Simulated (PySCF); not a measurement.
# H2O2Pm (Pm(OH)2+): the cost of one run

Method: several levels, as the steps say, no spin–orbit coupling; program: PySCF 2.14.0.

1 further run of the same task is left out (for a known fault of the program).

### Step 1. The starting structure

5 atoms, charge 1, spin multiplicity 1.

Bond lengths: Pm1–O2 2.009 Å, Pm1–O4 2.009 Å, O2–H3 0.963 Å, O4–H5 0.963 Å. Angles: O2–Pm1–O4 110.4°, Pm1–O2–H3 166.6°, Pm1–O4–H5 166.6°.

Coordinates:

| atom | x (Å) | y (Å) | z (Å) |
| --- | --- | --- | --- |
| Pm1 | 0.00000 | 0.00000 | -0.63143 |
| O2 | 1.64905 | -0.03412 | 0.51544 |
| H3 | 2.29105 | -0.04732 | 1.23348 |
| O4 | -1.64905 | 0.03412 | 0.51544 |
| H5 | -2.29105 | 0.04732 | 1.23348 |

Formal oxidation states: Pm +3. Each metal's 4 4f electrons lie in its core potential, so multiplicities, spins and levels count the valence alone. An earlier session relaxed this geometry at PBE0, Pm lcecp-1-SVP with ECP50, O def2-SVP, H def2-SVP (singlet, point group C2v).

At PBE0 on the finer grid: E = -185.371234 Eh, HOMO -13.45 eV, LUMO -6.69 eV, Mulliken charge on Pm1 +1.41 e, largest force component 0.008 eV/Å. 

Levels to run: CAM-B3LYP; revPBE; PBE0, TZVP. Hardware: 2 threads of Arm Neoverse V1, shared host.

### Step 2. CAM-B3LYP

The input, run.py (the lines that set the calculation):

```python
mol = gto.M(atom='''
Pm     0.00000     0.00000    -0.63143
O      1.64905    -0.03412     0.51544
H      2.29105    -0.04732     1.23348
O     -1.64905     0.03412     0.51544
H     -2.29105     0.04732     1.23348''',
    basis={'Pm': 'lcecp-1-SVP', 'O': 'def2-SVP', 'H': 'def2-SVP'},
    ecp={'Pm': 'lcecp-1-SVP'},
    charge=1, spin=0)
mf = dft.RKS(mol, xc='CAMB3LYP')
mf.grids.atom_grid = (75, 302)  # f atoms: unpruned, at least (60, 302)
mf = mf.density_fit()  # fitting sets: Pm AutoAux, O def2-universal-JKFIT, H def2-universal-JKFIT
mf.conv_tol = 1e-08; mf.max_cycle = 55
mf.kernel(dm0)  # dm0: the density of the relaxed state
```

On the command line:

```bash
OMP_NUM_THREADS=2 python run.py
```

**Question.** How long does this run take on 2 threads of Arm Neoverse V1, shared host?

About 2.9 s.
